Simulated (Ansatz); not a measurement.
Run this with Ansatz's Python interface and show what comes out.

The script reads `srcaznwo6.cif`:
```cif
data_SrCaZnWO6
_cell_length_a 5.669364
_cell_length_b 5.669364
_cell_length_c 5.669364
_cell_angle_alpha 60.00000
_cell_angle_beta 60.00000
_cell_angle_gamma 60.00000
_symmetry_space_group_name_H-M 'P 1'
_symmetry_Int_Tables_number 1
loop_
_symmetry_equiv_pos_as_xyz
'x, y, z'
loop_
_atom_site_label
_atom_site_type_symbol
_atom_site_fract_x
_atom_site_fract_y
_atom_site_fract_z
Sr1 Sr    0.250000    0.250000    0.250000
Ca2 Ca    0.750000    0.750000    0.750000
Zn3 Zn    0.000000    0.000000    0.000000
W4 W    0.500000    0.500000    0.500000
O5 O    0.742010    0.257990    0.257990
O6 O    0.257990    0.742010    0.742010
O7 O    0.742010    0.742010    0.257990
O8 O    0.257990    0.257990    0.742010
O9 O    0.257990    0.742010    0.257990
O10 O    0.742010    0.257990    0.742010
```

Script `scf.py`:
```python
'''Single point of SrCaZnWO6.'''

from collections import Counter

import ansatz as az
from ase.io import read
import numpy as np

atoms = read('srcaznwo6.cif')
crystal = az.Crystal.from_ase(atoms)

# functional, basis and sampling
base = crystal.calculation()
base = base.functional(az.Functional.PBE)
base = base.pseudopotentials('paw').basis(510)
base = base.kpoints(4, center='gamma')
base = base.occupations('fixed')
base = base.forces()
done = base.run(threads=1, backend='cpu')
summary = done.report

print('%-22s %14.5f eV' % ('F = E - TS', summary['free_energy_ev']))
print('%-22s %14.5f eV' % ('E', summary['internal_energy_ev']))
print('%-22s %14.5f eV' % ('Harris-Foulkes', summary['harris_foulkes_ev']))
print('%-22s %14.5f eV' % ('Fermi level', summary['fermi_energy_ev']))

told = Counter((n['data']['severity'], n['data']['kind']) for n in done.notices if n['event'] == 'notice')
for (severity, kind), count in sorted(told.items()):
    print(f'{severity:8s} {kind} x{count}')

# forces, one row an atom
forces = np.array(summary['forces_ev_ang'])
norms = np.linalg.norm(forces, axis=1)
print('largest force {:.4f} eV/A on atom {}'.format(norms.max(), norms.argmax()))
print(np.array2string(forces, precision=4, suppress_small=True))
```

`python scf.py` gives:
```text
F = E - TS               -22478.53473 eV
E                        -22478.53473 eV
Harris-Foulkes           -22478.53473 eV
Fermi level                   8.86705 eV
audit    band_cg_iterations x1
audit    loop_bands_changed x1
audit    preconditioner_resolved x1
largest force 0.5594 eV/A on atom 5
[[ 0.      0.     -0.    ]
 [-0.     -0.      0.    ]
 [ 0.      0.     -0.    ]
 [-0.     -0.     -0.    ]
 [ 0.      0.4567  0.3229]
 [-0.     -0.4567 -0.3229]
 [-0.3955 -0.2284  0.3229]
 [ 0.3955  0.2284 -0.3229]
 [ 0.3955 -0.2284  0.3229]
 [-0.3955  0.2284 -0.3229]]
```

What to keep in mind:
- Total energies depend on the potentials; only differences at equal settings carry meaning. A total without «per atom» is that of the cell as typed.
- Spin is left out of this run.
- The Fermi level of a run with fixed occupations marks the highest occupied state on its mesh, not mid-gap.
- The zero of the levels is a convention of the potentials, so an absolute Fermi energy is no work function.
- Spin-orbit coupling, which matters for elements this heavy, is left out.
- The structure comes from a database of computed cells and needn't be a stable or known phase.
- Cost: about 5 core-seconds.

(Lines on the test bed's own set-up are left out of the output.)
